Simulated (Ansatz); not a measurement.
# NiS: the cost of one run

Program: Ansatz 0.2.0. Level of theory: DFT PBEsol without U, plane waves, PAW. These are calculated values, not measurements.

### 1 The system as given

Symmetry: P6_3/mmc, No. 194, hexagonal system. Conventional cell: a = 3.425 Å, b = 3.425 Å, c = 5.340 Å, α = 90.00°, β = 90.00°, γ = 120.00°. Around Ni (site symmetry -3m) lie 6 S at 2.39 Å and 2 Ni at 2.67 Å. S (site symmetry -6m2) has 6 Ni at 2.39 Å as nearest neighbours.

Structure file:

```
Ni S
1.0
     3.42500    0.00000    0.00000
    -1.71250    2.96614    0.00000
     0.00000    0.00000    5.34000
Ni S
2 2
Direct
  0.00000 0.00000 0.00000
  0.00000 0.00000 0.50000
  0.33333 0.66667 0.25000
  0.66667 0.33333 0.75000
```

Magnetic order typed: ferromagnetic.

### 2 From atoms, symmetry kept, no search

input.yaml reads:

```yaml
crystal:
  lattice:
    - [3.42500121, 0.0, 0.0]
    - [-1.71250061, 2.96613806, 0.0]
    - [0.0, 0.0, 5.33999987]
  atoms:
    - { symbol: Ni, position: [0.0, 0.0, 0.0], spin: 2.0 }
    - { symbol: Ni, position: [0.0, 0.0, 0.5], spin: 2.0 }
    - { symbol: S, position: [0.3333333333, 0.6666666667, 0.25] }
    - { symbol: S, position: [0.6666666667, 0.3333333333, 0.75] }
basis:
  ecutwfc: 420
  ecutrho_ratio: 4
kpoints:
  mp_grid: { grid: [6, 6, 4] }
hamiltonian:
  xc: pbesol
scf:
  occupations: { method: gaussian, width: 0.05 }
  lower_state_search: "off"
  max_iter: 150
output:
  forces: true
  stress: true
  eigenvalues: true
  populations: true
  hubbard: { sites: [{ site: 0, l: d }, { site: 1, l: d }] }
magnetization:
  spin_polarized: true
```

Command:

```bash
> ansatz run input.yaml --threads 2 --pin off --max-ram 3072MiB --backend cpu --events-out ev --progress --plain --runs-dir out
```

Q: Estimate wall time and peak memory on 2 threads of Intel Xeon Platinum 8259CL at 2.50GHz (Skylake/Cascade Lake), shared host.

About 6.6 s, with a peak of 0.42 GiB.
